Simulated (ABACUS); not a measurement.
# WC (Fm-3m) in ABACUS: reference runs

Reference runs on WC: the cell as given and a disturbed copy.

Everything below comes from runs of ABACUS 3.10.1. Logs are shortened: lines on timing, memory, paths and dates and some standing lists are left out, and cuts for length are marked.

### 1 Starting point

It takes space group Fm-3m (No. 225, cubic). The conventional cell has a = 4.385 Å, b = 4.385 Å, c = 4.385 Å, α = 90.00°, β = 90.00°, γ = 90.00°. W (site symmetry m-3m) has 6 C at 2.19 Å as nearest neighbours. C (site symmetry m-3m) is surrounded by 6 W at 2.19 Å.

Measurements of this composition are mostly on another form, of space group No. 187.

### 2 Single point, PBEsol

INPUT

```
INPUT_PARAMETERS
suffix              WC
calculation         scf
basis_type          pw
pseudo_dir          ./
symmetry            1
dft_functional      pbesol
ecutwfc             82
pseudo_rcut         7
nspin               1
nbands              13
ks_solver           dav
smearing_method     fd
smearing_sigma      0.00367493
scf_thr             1e-08
scf_nmax            100
mixing_type         broyden
mixing_beta         0.7
cal_force           1
cal_stress          1
kpar                4
```

STRU

```
ATOMIC_SPECIES
W 183.8400 W.upf
C 12.0110 C.upf

LATTICE_CONSTANT
1.8897261246

LATTICE_VECTORS
0.0000000000 2.1926840000 2.1926840000
2.1926840000 0.0000000000 2.1926840000
2.1926840000 2.1926840000 0.0000000000

ATOMIC_POSITIONS
Direct

W
0.0
1
0.0000000000 0.0000000000 0.0000000000 1 1 1

C
0.0
1
0.5000000000 0.5000000000 0.5000000000 1 1 1
```

KPT

```
K_POINTS
0
Gamma
10 10 10 0 0 0
```

Potentials or basis: PseudoDojo NC SR 0.4.1 PBEsol standard, plane waves.

Started as:

```sh
OMP_NUM_THREADS=1 mpirun -np 4 abacus > log
```

running log:

```text
ABACUS v3.10.1

               Atomic-orbital Based Ab-initio Computation at UStc

 ------------------------------------------------------------------------------------

 READING GENERAL INFORMATION
                           global_out_dir = OUT.WC/
                           global_in_card = INPUT
                               pseudo_dir = ./
                              orbital_dir =
                                    DSIZE = 4
                                    GSIZE = 1

 READING UNITCELL INFORMATION
                                    ntype = 2
                  lattice constant (Bohr) = 1.88973
              lattice constant (Angstrom) = 1

 READING ATOM TYPE 1
                               atom label = W
                      L=0, number of zeta = 1
                      L=1, number of zeta = 1
                      L=2, number of zeta = 1
             number of atom for this type = 1

 READING ATOM TYPE 2
                               atom label = C
                      L=0, number of zeta = 1
                      L=1, number of zeta = 1
                      L=2, number of zeta = 1
             number of atom for this type = 1

                        TOTAL ATOM NUMBER = 2
DIRECT COORDINATES
    atom                   x                   y                   z     mag                  vx                  vy                  vz
taud_W1            0.0000000000        0.0000000000        0.0000000000  0.0000        0.0000000000        0.0000000000        0.0000000000
taud_C1            0.5000000000        0.5000000000        0.5000000000  0.0000        0.0000000000        0.0000000000        0.0000000000

                          Volume (Bohr^3) = 142.284
                             Volume (A^3) = 21.0842

 Lattice vectors: (Cartesian coordinate: in unit of a_0)
                   +0            +2.19268            +2.19268
             +2.19268                  +0            +2.19268
             +2.19268            +2.19268                  +0
 Reciprocal vectors: (Cartesian coordinate: in unit of 2 pi/a_0)
            -0.228031           +0.228031           +0.228031
            +0.228031           -0.228031           +0.228031
            +0.228031           +0.228031           -0.228031
 The esolver type has been set to : ksdft_pw

                PAO radial cut off (Bohr) = 7

 Read in pseudopotential file is W.upf
                     pseudopotential type = NC
          exchange-correlation functional = PBESOL
                 nonlocal core correction = 1
                        valence electrons = 14
                                     lmax = 3
                           number of zeta = 4
                     number of projectors = 8
                           L of projector = 0
                           L of projector = 0
                           L of projector = 1
                           L of projector = 1
                           L of projector = 2
                           L of projector = 2
                           L of projector = 3
                           L of projector = 3
                PAO radial cut off (Bohr) = 7

 Read in pseudopotential file is C.upf
                     pseudopotential type = NC
          exchange-correlation functional = PBESOL
                 nonlocal core correction = 1
                        valence electrons = 4
                                     lmax = 1
                           number of zeta = 2
                     number of projectors = 4
                           L of projector = 0
                           L of projector = 0
                           L of projector = 1
                           L of projector = 1
     initial pseudo atomic orbital number = 14

 SETUP THE ELECTRONS NUMBER
             electron number of element W = 14
       total electron number of element W = 14
             electron number of element C = 4
       total electron number of element C = 4
            AUTOSET number of electrons:  = 18
                           occupied bands = 9
                                   NBANDS = 13
                                   NLOCAL = 18

%%%%%%%%%%%%%%%%%%%%%%%%%%%%%%%%%%%%%%%%%%%%%%%%%%%%%%%%%%%%%%%%%%%%%%%%%%%%%%%%%%%%%%%%%%%%%%%%%%%%%%%%%%
 Warning: the number of valence electrons in pseudopotential > 6 for W: [Xe] 4f14 5d4 6s2
 Pseudopotentials with additional electrons can yield (more) accurate outcomes, but may be less efficient.
 If you're confident that your chosen pseudopotential is appropriate, you can safely ignore this warning.
%%%%%%%%%%%%%%%%%%%%%%%%%%%%%%%%%%%%%%%%%%%%%%%%%%%%%%%%%%%%%%%%%%%%%%%%%%%%%%%%%%%%%%%%%%%%%%%%%%%%%%%%%%

 SETUP THE PLANE WAVE BASIS
 energy cutoff for charge/potential (unit:Ry) = 328
            fft grid for charge/potential = [ 36, 36, 36 ]
                        fft grid division = [ 1, 1, 1 ]
        big fft grid for charge/potential = [ 36, 36, 36 ]
                                     nbxx = 46656
                                     nrxx = 46656

 SETUP PLANE WAVES FOR CHARGE/POTENTIAL
                    number of plane waves = 14211
                         number of sticks = 769

 PARALLEL PW FOR CHARGE/POTENTIAL
     PROC   COLUMNS(POT)             PW
        1            769          14211
 --------------- sum -------------------
        1            769          14211
                            number of |g| = 192
                                  max |g| = 29.535
                                  min |g| = 0

----------- Double Check Mixing Parameters Begin ------------
mixing_type: broyden
mixing_beta: 0.7
mixing_gg0: 1
mixing_gg0_min: 0.1
mixing_ndim: 8
----------- Double Check Mixing Parameters End ------------

 LATTICE VECTORS: (CARTESIAN COORDINATE: IN UNIT OF A0)
                   +0            +2.19268            +2.19268
             +2.19268                  +0            +2.19268
             +2.19268            +2.19268                  +0
                       right hand lattice = 1
                                   NORM_A = 3.10092
                                   NORM_B = 3.10092
                                   NORM_C = 3.10092
                           ALPHA (DEGREE) = 60
                           BETA  (DEGREE) = 60
                           GAMMA (DEGREE) = 60

 The lattice vectors have been changed (STRU_SIMPLE.cif)

(for optimal symmetric configuration:)
                             BRAVAIS TYPE = 3
                     BRAVAIS LATTICE NAME = 03. Cubic F (face-centered)
                                    ibrav = 3
                                    IBRAV = 3
                                  BRAVAIS = FACE CENTERED CUBIC
                       LATTICE CONSTANT A = 4.38537
Original cell was already a primitive cell.
                        ROTATION MATRICES = 48
              PURE POINT GROUP OPERATIONS = 48
                   SPACE GROUP OPERATIONS = 48
                              POINT GROUP = O_h
               POINT GROUP IN SPACE GROUP = O_h

 SETUP K-POINTS
                                    nspin = 1
                   Input type of k points = Monkhorst-Pack(Gamma)
                                   nkstot = 1000
                       right hand lattice = 1
(for reciprocal lattice: )
                             BRAVAIS TYPE = 2
                     BRAVAIS LATTICE NAME = 02. Cubic I (body-centered)
                                    ibrav = 2
                       right hand lattice = 1
(for k-lattice: )
                             BRAVAIS TYPE = 2
                     BRAVAIS LATTICE NAME = 02. Cubic I (body-centered)
                                    ibrav = 2
                       right hand lattice = 1
                        ROTATION MATRICES = 48
                               nkstot_ibz = 47
K-POINTS REDUCTION ACCORDING TO SYMMETRY
     IBZ    DIRECT_X    DIRECT_Y    DIRECT_Z  WEIGHT  ibz2bz
       1  0.00000000  0.00000000  0.00000000  0.0010       0
       2  0.10000000  0.10000000  0.10000000  0.0080       1
       3  0.20000000  0.20000000  0.20000000  0.0080       2
       4  0.30000000  0.30000000  0.30000000  0.0080       3
       5  0.40000000  0.40000000  0.40000000  0.0080       4
       6  0.50000000  0.50000000  0.50000000  0.0040       5
[... 22 lines left out ...]
      29  0.50000000  0.50000000  0.10000000  0.0240      45
      30 -0.20000000  0.40000000  0.40000000  0.0120      46
[... 17 further k points ...]

                               nkstot now = 47
[... K-POINTS DIRECT COORDINATES: 47 rows ...]

           k-point number in this process = 12
       minimum distributed K point number = 11
[... stars of the k points ...]

[... K-POINTS CARTESIAN COORDINATES: 12 rows ...]

[... K-POINTS DIRECT COORDINATES: 12 rows ...]

 SETUP PLANE WAVES FOR WAVE FUNCTIONS
     energy cutoff for wavefunc (unit:Ry) = 82
              fft grid for wave functions = [ 36, 36, 36 ]
                    number of plane waves = 2229
                         number of sticks = 223

 PARALLEL PW FOR WAVE FUNCTIONS
     PROC   COLUMNS(POT)             PW
        1            223           2229
 --------------- sum -------------------
        1            223           2229

 SETUP NONLOCAL PSEUDOPOTENTIALS IN PLANE WAVE BASIS
 W non-local projectors:
 projector 1 L=0
 projector 2 L=0
 projector 3 L=1
 projector 4 L=1
 projector 5 L=2
 projector 6 L=2
 projector 7 L=3
 projector 8 L=3
 C non-local projectors:
 projector 1 L=0
 projector 2 L=0
 projector 3 L=1
 projector 4 L=1
      TOTAL NUMBER OF NONLOCAL PROJECTORS = 40

 Init Non-Local PseudoPotential table :
 Init Non-Local-Pseudopotential done.

                                     npwx = 1816

 Make real space PAO into reciprocal space.
       max mesh points in Pseudopotential = 701
     dq(describe PAO in reciprocal space) = 0.01
                                    max q = 1091

 number of pseudo atomic orbitals for W is 4
WARNING: norm of atomic wavefunction # 3 of atomic type W is 0.999353, renormalized
WARNING: norm of atomic wavefunction # 4 of atomic type W is 0.996494, renormalized

 number of pseudo atomic orbitals for C is 2
WARNING: norm of atomic wavefunction # 1 of atomic type C is 0.999989, renormalized
WARNING: norm of atomic wavefunction # 2 of atomic type C is 0.999526, renormalized

 -------------------------------------------
 SELF-CONSISTENT
 -------------------------------------------
                                 init_chg = atomic

 PW ALGORITHM --------------- ION=   1  ELEC=   1--------------------------------

 Density error is 0.525887371145
                          Error Threshold = 0.01
----------------------------------------------------------
     Energy           Rydberg                 eV
----------------------------------------------------------
 E_KohnSham     -163.3929565132      -2223.0752216453
 E_Harris       -166.0112176695      -2258.6984922229
 E_Fermi        1.6228780593         22.0803887654
----------------------------------------------------------
[... 87 lines left out ...]
 Density error is 5.23846473642e-10
                          Error Threshold = 1.22411065149e-10
----------------------------------------------------------
     Energy           Rydberg                 eV
----------------------------------------------------------
 E_KohnSham     -163.6414296964      -2226.4558727375
 E_KS(sigma->0) -163.6411903131      -2226.4526157607
 E_Harris       -163.6415289065      -2226.4572225605
 E_band         -4.7871984588        -65.1331764964
 E_one_elec     -11.5664124893       -157.3691152733
 E_Hartree      17.1538819936        233.3905379323
 E_xc           -37.2117956439       -506.2924535687
 E_Ewald        -132.0166247902      -1796.1783278741
 E_entropy(-TS) -0.0004787666        -0.0065139536
 E_descf        0.0000000000         0.0000000000
 E_exx          0.0000000000         0.0000000000
 E_Fermi        1.5900074265         21.6331608632
----------------------------------------------------------

 charge density convergence is achieved
 final etot is -2226.4558727 eV
 EFERMI = 21.633160863 eV

 STATE ENERGY(eV) AND OCCUPATIONS    NSPIN == 1
 1/12 kpoint (Cartesian) = 0.0000 0.0000 0.0000 (1807 pws)
       1       -53.8109     0.00200000
       2       -17.8007     0.00200000
       3       -17.8007     0.00200000
       4       -17.8007     0.00200000
       5        5.78720     0.00200000
       6        18.8235     0.00200000
       7        18.8235     0.00200000
       8        18.8235     0.00200000
       9        20.5472     0.00200000
      10        20.5472     0.00200000
      11        20.6141     0.00200000
      12        20.6141     0.00200000
      13        28.0360    4.85567e-59
[... 61 lines left out ...]
 6/12 kpoint (Cartesian) = 0.11402 0.11402 0.11402 (1772 pws)
       1       -53.7739     0.00800000
       2       -18.3894     0.00800000
       3       -17.8660     0.00800000
       4       -17.8660     0.00800000
       5        10.4370     0.00800000
       6        11.7662     0.00800000
       7        14.9966     0.00800000
       8        14.9966     0.00800000
       9        22.6234    2.00318e-11
      10        22.6234    2.00318e-11
      11        23.8997    1.64388e-22
      12        26.4875    5.47715e-45
      13        30.3732    9.71982e-79

[... levels at 6 further k points ...]

------------------------------------------------------------------------------------------
 TOTAL-FORCE (eV/Angstrom)
------------------------------------------------------------------------------------------
                        W1         0.0000000000         0.0000000000         0.0000000000
                        C1         0.0000000000         0.0000000000         0.0000000000
------------------------------------------------------------------------------------------

----------------------------------------------------------------
 TOTAL-STRESS (KBAR)
----------------------------------------------------------------
       -98.4475793004        -0.0000000000         0.0000000000
        -0.0000000000       -98.4475793004         0.0000000000
        -0.0000000000         0.0000000000       -98.4475793004
----------------------------------------------------------------
 TOTAL-PRESSURE: -98.447579 KBAR

 --------------------------------------------
 !FINAL_ETOT_IS -2226.4558727375128910 eV
 --------------------------------------------
```

It took 9.4 s on 4 MPI ranks of AMD EPYC 7R43 (Zen 3), shared host; peak memory 0.28 GiB.

The run converged, but a check on its numbers failed (symmetry, net force, bounds or a known fault of this set-up), so they aren't taken as properties of the crystal.

Caveat: a filled level was missed at some k points.

### 3 Single point, PBEsol (atoms moved at random, drawn with an rms of 0.05 Å)

INPUT is that of step 2.

STRU, as its differences from that of step 2:

```diff
@@ -18,3 +18,3 @@
 1
-0.0000000000 0.0000000000 0.0000000000 1 1 1
+-0.0174180000 -0.0048180000 0.0027980000 1 1 1
 
@@ -23,2 +23,2 @@
 1
-0.5000000000 0.5000000000 0.5000000000 1 1 1
+0.5174460000 0.5059440000 0.4867750000 1 1 1
```

KPT is that of step 2.

Potentials or basis: PseudoDojo NC SR 0.4.1 PBEsol standard, plane waves.

Started as:

```sh
OMP_NUM_THREADS=1 mpirun -np 4 abacus > log
```

running log:

```text
ABACUS v3.10.1

               Atomic-orbital Based Ab-initio Computation at UStc

 ------------------------------------------------------------------------------------

 READING GENERAL INFORMATION
                           global_out_dir = OUT.WC/
                           global_in_card = INPUT
                               pseudo_dir = ./
                              orbital_dir =
                                    DSIZE = 4
                                    GSIZE = 1

 READING UNITCELL INFORMATION
                                    ntype = 2
                  lattice constant (Bohr) = 1.88973
              lattice constant (Angstrom) = 1

[... 440 lines left out ...]
       1       -53.7604     0.00200000
       2       -18.3809     0.00200000
       3       -17.8616     0.00200000
       4       -17.8567     0.00200000
       5        10.3504     0.00200000
       6        11.8427     0.00200000
       7        14.9813     0.00200000
       8        14.9988     0.00200000
       9        22.6003    4.15014e-12
      10        22.6449    1.70083e-12
      11        23.9117    1.68685e-23
      12        26.4288    2.31014e-45
      13        30.2196    2.73795e-78

[... levels at 120 further k points ...]

------------------------------------------------------------------------------------------
 TOTAL-FORCE (eV/Angstrom)
------------------------------------------------------------------------------------------
                        W1        -0.0765966042         0.2797868163         0.6516047703
                        C1         0.0765966042        -0.2797868163        -0.6516047703
------------------------------------------------------------------------------------------

----------------------------------------------------------------
 TOTAL-STRESS (KBAR)
----------------------------------------------------------------
       -99.6049609086        -0.1486876711        -0.0001284626
        -0.1486876711       -91.3883045697        -0.1151502255
        -0.0001284625        -0.1151502255       -47.6708893175
----------------------------------------------------------------
 TOTAL-PRESSURE: -79.554718 KBAR

 --------------------------------------------
 !FINAL_ETOT_IS -2226.4191734948790327 eV
 --------------------------------------------
```

stdout:

```text
ABACUS ,Local thread limit: 256
v3.10.1

               Atomic-orbital Based Ab-initio Computation at UStc

[... 36 lines left out ...]
 TOTAL-STRESS (KBAR)
----------------------------------------------------------------
       -99.6049609086        -0.1486876711        -0.0001284626
        -0.1486876711       -91.3883045697        -0.1151502255
        -0.0001284625        -0.1151502255       -47.6708893175
----------------------------------------------------------------
 TOTAL-PRESSURE: -79.554718 KBAR
```

It took 68 s on 4 MPI ranks of AMD EPYC 7R43 (Zen 3), shared host; peak memory 0.48 GiB.

The run converged, but a check on its numbers failed (symmetry, net force, bounds or a known fault of this set-up), so they aren't taken as properties of the crystal.

Caveat: a filled level was missed at some k points.
